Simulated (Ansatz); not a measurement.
# PBE/def2-TZVPPD run of GaH3 (SMILES [GaH3])

What is the electronic atomisation energy of GaH3 at PBE/def2-TZVPPD? 

The calculation is run with Ansatz 0.2.0.

27 further runs of the same task are left out: 3 that didn't finish, 24 set aside as unsound or not needed. Runs told in other sessions of the task aren't counted.

**1. The system as given**

GaH3: 4 atoms, total charge 0, spin state singlet. SMILES: `[GaH3]`. The shape is that of a PBE0-D4/def2-TZVP optimisation.

Bond lengths: Ga1–H2 1.568 Å, Ga1–H3 1.568 Å, Ga1–H4 1.568 Å. Angles: H2–Ga1–H3 120.0°, H2–Ga1–H4 120.0°, H3–Ga1–H4 120.0°.

**2. A single-point energy at PBE/def2-TZVPPD**

Input file job.yaml:

```yaml
crystal:
  periodic: [false, false, false]
  atoms:
    - symbol: Ga
      position_ang: [0.013400, -0.014900, -0.004600]
    - symbol: H
      position_ang: [1.252400, 0.343800, 0.887700]
    - symbol: H
      position_ang: [-0.552100, -1.477800, -0.009700]
    - symbol: H
      position_ang: [-0.658400, 1.088700, -0.893700]
basis:
  gaussian: {orbitals: def2-TZVPPD.json}
hamiltonian: {xc: pbe}
accuracy: high
output: {orbitals: {seedname: orbitals}}
```

The basis set def2-TZVPPD is read from a file made from the Basis Set Exchange's data (not shown).

On the command line:

```bash
$ ansatz run job.yaml --threads 1 --pin off --max-ram 3480MiB --events-out events.jsonl --progress --plain --runs-dir runs
```

The program printed:

```text
Warning: RAYON_NUM_THREADS=1 ignored (pool sized by the plan → 1); use --threads N
Functional definition: PBE
  name "PBE"
  parameter kappa = 0.804
  parameter beta = 0.06672455060314922
  exchange = pbe_x(kappa = kappa, mu = beta*pi^2/3)
  correlation = pbe_c(beta = beta)
1581 factors; integrals over basis functions are off by at most 4.3e-9 eV
mean field evaluation 1: about -52416.2088 eV, gradient 3.5e1 eV
mean field evaluation 2: about -52415.6020 eV, gradient 5.3e1 eV
mean field evaluation 4: about -52417.7631 eV, gradient 2.4e-1 eV
mean field evaluation 8: about -52417.7593 eV, gradient 8.4e-3 eV
mean field evaluation 16: about -52417.7593 eV, gradient 1.3e-7 eV
mean field -52417.75925573 eV, -1926.3171226149 hartree, gradient 1.6e-8 eV, S^2 0.000000; 0 other end points of the search recorded, 0 dependent functions left out
reference -52417.75925913 eV, -1926.3171227396 hartree; 17, 17 occupied and 88, 88 virtual orbitals, 1581 factors
Total energy: -52417.75925913 eV, -1926.3171227396 hartree
```

Wall time 6.9 s (1 thread of Arm Neoverse N1, shared host); peak memory 0.2 GiB.

**3. The Ga atom**

Input file in.yaml:

```yaml
crystal:
  periodic: [false, false, false]
  atoms:
    - {symbol: Ga, position_ang: [0.000000, 0.000000, 0.000000]}
basis:
  gaussian: {orbitals: def2-TZVPPD.json}
magnetization: {spin_polarized: true, initial_magnetization: 1}
hamiltonian: {xc: pbe}
accuracy: high
```

The basis set def2-TZVPPD is read from a file made from the Basis Set Exchange's data (not shown).

Run the same way, it converges to -1924.51533 Eh (log not shown).

**4. The H atom, same level**

Input file input.yaml:

```yaml
basis:
  gaussian:
    orbitals: def2-TZVPPD.json
crystal:
  periodic: [false, false, false]
  atoms:
    - symbol: H
      position_ang: [0.000000, 0.000000, 0.000000]
magnetization:
  spin_polarized: true
  initial_magnetization: 1
hamiltonian:
  xc: pbe
accuracy: high
```

The basis set def2-TZVPPD is read from a file made from the Basis Set Exchange's data (not shown).

On the command line:

```bash
$ ansatz run input.yaml --threads 1 --pin off --max-ram 3480MiB --events-out events.jsonl --progress --plain --runs-dir runs
```

The program printed, shortened:

```text
Warning: RAYON_NUM_THREADS=1 ignored (pool sized by the plan → 1); use --threads N
[... 6 set-up lines as earlier in the session ...]
117 factors; integrals over basis functions are off by at most 2.6e-9 eV
mean field evaluation 1: about -13.5908 eV, gradient 5.6e-1 eV
mean field evaluation 2: about -13.5953 eV, gradient 8.9e-2 eV
mean field evaluation 4: about -13.5952 eV, gradient 1.4e-3 eV
mean field evaluation 8: about -13.5952 eV, gradient 6.2e-10 eV
mean field -13.59523232 eV, -0.4996155727 hartree, gradient 4.2e-9 eV, S^2 0.750000; 0 other end points of the search recorded, 0 dependent functions left out
reference -13.59523475 eV, -0.4996156620 hartree; 1, 0 occupied and 16, 17 virtual orbitals, 117 factors
Total energy: -13.59523475 eV, -0.4996156620 hartree
```

Run time: 0.22 s. Hardware: 1 thread of Arm Neoverse N1, shared host.

**5. Summary of results**

At PBE/def2-TZVPPD:

| quantity | value |
| --- | --- |
| molecule: total energy | -1926.31712 Eh |
| molecule: HOMO energy | -7.35 eV |
| molecule: LUMO energy | -2.66 eV |
| molecule: HOMO–LUMO gap | 4.69 eV |
| Ga atom: total energy | -1924.51533 Eh |
| Ga atom: ⟨S²⟩ | 0.752 |
| H atom: total energy | -0.49962 Eh |
| H atom: ⟨S²⟩ | 0.750 |
| electronic atomisation energy | 8.243 eV |

What this shows: Taking the molecule apart into free atoms costs 8.24 eV (190 kcal/mol), before zero-point energy and without spin-orbit coupling.
